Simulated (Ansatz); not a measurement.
# C: the cost of one run

Program: Ansatz 0.2.0. Level of theory: DFT PBE, scalar-relativistic, plane waves, PAW. These are calculated values, not measurements.

A COD entry behind a cell of this session may itself be a prediction, so a difference from it is no test against experiment.

**1. The system as given**

Symmetry: P6_3/mmc, No. 194, hexagonal system. Conventional cell: a = 2.522 Å, b = 2.522 Å, c = 4.119 Å, α = 90.00°, β = 90.00°, γ = 120.00°. C (site symmetry 3m) is surrounded by 4 C at 1.54 Å.

As a file:

```
CELL_PARAMETERS angstrom
2.52210 0.00000 0.00000
-1.26105 2.18420 0.00000
0.00000 0.00000 4.11860
ATOMIC_POSITIONS crystal
C 0.33333 0.66667 0.06250
C 0.66667 0.33333 0.56250
C 0.33333 0.66667 0.43750
C 0.66667 0.33333 0.93750
```

The structure comes from the Crystallography Open Database.

(A quick probe on a coarse mesh, which set the mesh and smearing, is not shown.)

**3. The relaxation**

File input.yaml:

```yaml
crystal:
  lattice:
    - [2.5220988435, 0.0, 0.0]
    - [-1.2610494217, 2.1842016693, 0.0]
    - [0.0, 0.0, 4.1186]
  atoms:
    - { symbol: C, position: [0.3333333333, 0.6666666667, 0.0625] }
    - { symbol: C, position: [0.6666666667, 0.3333333333, 0.5625] }
    - { symbol: C, position: [0.3333333333, 0.6666666667, 0.4375] }
    - { symbol: C, position: [0.6666666667, 0.3333333333, 0.9375] }
basis:
  ecutwfc: 420
kpoints:
  mp_grid: { grid: [12, 12, 6] }
hamiltonian:
  xc: pbe
  pseudopotentials: { kind: paw, azcp: { folder: soft_1 } }
scf:
  occupations: { method: gaussian, width: 0.02 }
output:
  forces: true
  stress: true
  eigenvalues: true
relax:
  adjacent_minimum: "off"
  f_tol: 0.005
  max_steps: 80
  cell: { stress_tol: 0.05 }
```

On the command line:

```
$ ansatz run input.yaml --threads 4 --pin off --max-ram 12288MiB --backend cpu --events-out ev --progress --plain --runs-dir out
```

**Question.** How long does this run take on 4 threads of Intel Xeon Platinum 8259CL at 2.50GHz (Skylake/Cascade Lake), shared host, and how much memory does it need?

About 2.9 s, with a peak of 0.36 GiB.
